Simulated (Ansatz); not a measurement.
## CS2 in Ansatz: the effect of strain

The system is CS2.

```
CELL_PARAMETERS angstrom
3.49996 -2.87454 0.00000
3.49996 2.87454 0.00000
0.00000 0.00000 9.85126
ATOMIC_POSITIONS crystal
S 0.18152 0.81848 0.88687
S 0.31848 0.68152 0.38687
S 0.68152 0.31848 0.61313
S 0.81848 0.18152 0.11313
C 0.50000 0.50000 0.50000
C 0.00000 0.00000 0.00000
```

The cell comes from a database or a generator and needn't be the stable form of this composition.

Alike in all runs:

```yaml
Program: Ansatz 0.2.0
Task: single point
Functional: PBE
Potentials_or_basis: Ansatz PAW
Cutoff: "420 eV (not typed: the program's choice for these potentials)"
k_mesh: 5 × 5 × 3
Occupations: fermi-dirac, width 0.05 eV
Spin: no spin polarisation
Kind_of_strain: biaxial
```

Task: One run gave: gap on the mesh 3.45 eV; pressure 1.1 GPa; largest force 0.66 eV/Å. Which strain did it use?
A. 0.01
B. 0.04
C. -0.01
D. -0.04
E. 0.02

Result: C.

```tsv
strain	gap on the mesh (eV)	pressure (GPa)	largest force (eV/Å)
-0.04	3.49	3.4	1.97
-0.02	3.47	1.8	1.08
-0.01	3.45	1.1	0.66
0	3.44	0.4	0.26
0.01	3.43	-0.2	0.13
0.02	3.41	-0.8	0.51
0.04	3.38	-1.8	1.22
```

Caveats: odd divisions of the mesh miss points on the zone boundary, where band edges often lie, so the gap on the mesh can be too wide; forces of over 1 eV/Å show positions far from the minimum, so gaps and moduli don't describe the material at rest (some runs).

A k mesh can miss the band edges.
